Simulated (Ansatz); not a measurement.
Predict the output of the script below (Ansatz's Python interface).

Script `ch5clgesi_field.py`:
```python
import ansatz as az
import numpy as np

GEOMETRY = """
Cl   -2.10010    0.42180    0.80810
C    -0.79560    0.37240   -0.35040
Si    0.74450    0.95520    0.36780
Ge    0.26680   -1.26600   -0.17840
H    -0.97870    0.68980   -1.41190
H     1.75530    1.52220   -0.56800
H     0.80010    1.16600    1.84110
H     0.73390   -1.77270   -1.55500
H    -0.33770   -2.13510    1.02970
"""


def main() -> None:
    molecule = az.Crystal.molecule()
    for line in GEOMETRY.strip().splitlines():
        symbol, *xyz = line.split()
        molecule = molecule.atom(symbol, [float(v) for v in xyz])

    setup = molecule.calculation().basis(gaussian="def2-SVPD").functional("b3lyp", dispersion="d4").forces()
    centre = np.mean([site.position_ang for site in molecule.cartesian_sites], axis=0)
    field = 2 * 14.399645 * 4.0 / 40.0 ** 2


    def dipole(axis, sign):
        arm = 40.0 * np.eye(3)[axis]
        pair = [{"charge": sign * 4.0, "position_ang": (centre - arm).tolist()}, {"charge": -sign * 4.0, "position_ang": (centre + arm).tolist()}]
        deck = setup.input().set(az.key.basis.gaussian.point_charges, pair)
        return np.array(az.Session.from_dict(deck).plan().execute().report["charge_distribution"]["dipole_moment_e_ang"])


    print(f"field {field:.4f} V/A")
    alpha = np.array([(dipole(axis, 1) - dipole(axis, -1)) / (2 * field) * 14.399645 for axis in range(3)])
    print("polarisability tensor (A^3)")
    print(np.array2string(alpha, precision=3, suppress_small=True))
    print(f"mean {np.trace(alpha) / 3:.3f} A^3 = {np.trace(alpha) / 3 / 0.14818471:.2f} bohr^3")


if __name__ == "__main__":
    main()
```

```console
$ python ch5clgesi_field.py
field 0.0720 V/A
polarisability tensor (A^3)
[[13.405  0.272 -0.978]
 [ 0.282 15.209  1.091]
 [-0.967  1.095 11.754]]
mean 13.456 A^3 = 90.80 bohr^3
```

What to keep in mind:
- The geometry is a force-field or estimated start, not a minimum of this method, and the basis set is short of its limit. The field of two point charges is only nearly even.
- b3lyp holds the VWN-RPA fit, as in Gaussian; the form of ORCA and Turbomole is b3lyp5.
- Timing: 68 s on 1 thread of Arm Neoverse V2 (shared host), peak memory 0.47 GiB.

(Lines on the test bed's own set-up are left out of the output.)
